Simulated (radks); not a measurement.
**Cd⁺ in [Ar] 3d10 4s2 4p4 4d10 5s1 5d2: an all-electron calculation**

One table from this session's results is given with a row withheld; the runs are named, their logs left out.

Program: radks (a radial shooting solver on a logarithmic mesh, Libxc functionals) version 1. Level of theory: Dirac Kohn-Sham, PBE, spin-unpolarised, spherical densities, point nucleus; open shells are shared between the two j in proportion to 2j + 1. These are calculated values, not measurements, unless marked.

## Starting point

```
element       : cadmium (Z = 48)
charge        : +1
electrons     : 47
configuration : [Ar] 3d10 4s2 4p4 4d10 5s1 5d2
```

Outer shells as boxes (Hund's rule):

Cd⁺
```
[Ar] core
3d [↑↓][↑↓][↑↓][↑↓][↑↓]
4s [↑↓]
4p [↑↓][↑ ][↑ ]
4d [↑↓][↑↓][↑↓][↑↓][↑↓]
5s [↑ ]
5d [↑ ][↑ ][  ][  ][  ]
```

Set-up of the first run:

Input:

```text
Z 48
configuration [Ar] 3d10 4s2 4p4 4d10 5s1 5d2
relativity Dirac
functional pbe,pbe
spin unpolarised
j_filling average
nucleus point
c 137.035999084
```

One of the session's tables, all rows but one given; the rest of the session is left out.

It belongs to the step «Shells». From the orbitals of this run (lengths in bohr):

```
level      <r>  outermost maximum (interpolated)  90 % within  nodes
1s1/2  0.03039                            0.0197       0.0546      0
2s1/2   0.1313                             0.111        0.203      1
2p1/2   0.1112                            0.0860        0.182      0
2p3/2   0.1164                            0.0903        0.189      0
3s1/2   0.3579                             0.324        0.527      2
3p1/2   0.3492                             0.310        0.526      1
3p3/2   0.3602                             0.320        0.542      1
3d3/2   0.3324                             0.264        0.526      0
3d5/2   0.3359                             0.267        0.530      0
4s1/2   0.8680                             0.792         1.26      3
4p1/2   0.9201                             0.822         1.35      2
4p3/2   0.9482                             0.846         1.39      2
4d3/2    1.145                             0.944         1.76      1
4d5/2        ?                                 ?            ?      ?
5s1/2    2.277                              2.00         3.31      4
5d3/2    4.442                              3.82         6.60      2
5d5/2    4.473                              3.85         6.65      2
```

Estimate the missing values for 4d5/2.

As computed: <r>: 1.157; outermost maximum (interpolated): 0.953; 90 % within: 1.78; nodes: 1. In the column «<r>» it lies between 4d3/2 (1.145) and 5s1/2 (2.277).
